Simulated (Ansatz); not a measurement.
# KSb2O5: the cost of one run

Program: Ansatz 0.2.0. Level of theory: DFT PBE, scalar-relativistic, plane waves, PAW. These are calculated values, not measurements.

### Step 1. The starting structure

It takes space group P6/mmm (No. 191, hexagonal). The conventional cell has a = 6.728 Å, b = 6.728 Å, c = 3.887 Å, α = 90.00°, β = 90.00°, γ = 120.00°. K (site symmetry 6/mmm) is surrounded by 18 O at 3.88 to 3.89 Å and 2 K at 3.89 Å and 12 Sb at 4.34 Å. Sb (site symmetry -6m2) is surrounded by 5 O at 1.94 Å. Around O (site symmetry -6m2) lie 2 Sb at 1.94 Å. O (site symmetry mmm) has 2 Sb at 1.94 Å as nearest neighbours.

Coordinates:

```cif
data_structure
_symmetry_space_group_name_H-M 'P 1'
_symmetry_Int_Tables_number 1
_cell_length_a 6.7277
_cell_length_b 6.7277
_cell_length_c 3.8874
_cell_angle_alpha 90.000
_cell_angle_beta 90.000
_cell_angle_gamma 120.000
_cell_volume 152.38
loop_
_atom_site_label
_atom_site_type_symbol
_atom_site_fract_x
_atom_site_fract_y
_atom_site_fract_z
_atom_site_occupancy
K1 K 0.00000 0.00000 0.00000 1
Sb1 Sb 0.33333 0.66667 0.50000 1
Sb2 Sb 0.66667 0.33333 0.50000 1
O1 O 0.33333 0.66667 0.00000 1
O2 O 0.00000 0.50000 0.50000 1
O3 O 0.50000 0.50000 0.50000 1
O4 O 0.50000 0.00000 0.50000 1
O5 O 0.66667 0.33333 0.00000 1
```

Recipe of the guess: 5-connected net, bridging atoms on its edges, guests in its cages (P6/mmm, No. 191). Lengths come from tabulated atomic sizes and are only a guess.

### Step 2. The guess as it stands, on a coarse mesh

The input, input.yaml:

```yaml
crystal:
  lattice:
    - [6.72767489, 0.0, 0.0]
    - [-3.36383744, 5.82633736, 0.0]
    - [0.0, 0.0, 3.88740395]
  atoms:
    - { symbol: K, position: [0.0, 0.0, 0.0] }
    - { symbol: Sb, position: [0.33333333, 0.66666667, 0.5] }
    - { symbol: Sb, position: [0.66666667, 0.33333333, 0.5] }
    - { symbol: O, position: [0.33333333, 0.66666667, 0.0] }
    - { symbol: O, position: [0.0, 0.5, 0.5] }
    - { symbol: O, position: [0.5, 0.5, 0.5] }
    - { symbol: O, position: [0.5, 0.0, 0.5] }
    - { symbol: O, position: [0.66666667, 0.33333333, 0.0] }
basis:
  ecutwfc: 420
kpoints:
  mp_grid: { grid: [3, 3, 4] }
hamiltonian:
  xc: pbe
scf:
  occupations: { method: gaussian, width: 0.1 }
  lower_state_search: "off"
output:
  forces: true
  stress: true
  eigenvalues: true
```

Launch:

```
$ ansatz run input.yaml --threads 1 --pin off --max-ram 2560MiB --backend cpu --events-out ev --progress --plain --runs-dir out
```

What time and memory should one allow on 1 thread of Arm Neoverse V1, shared host?

About 4.3 s, with a peak of 0.39 GiB.
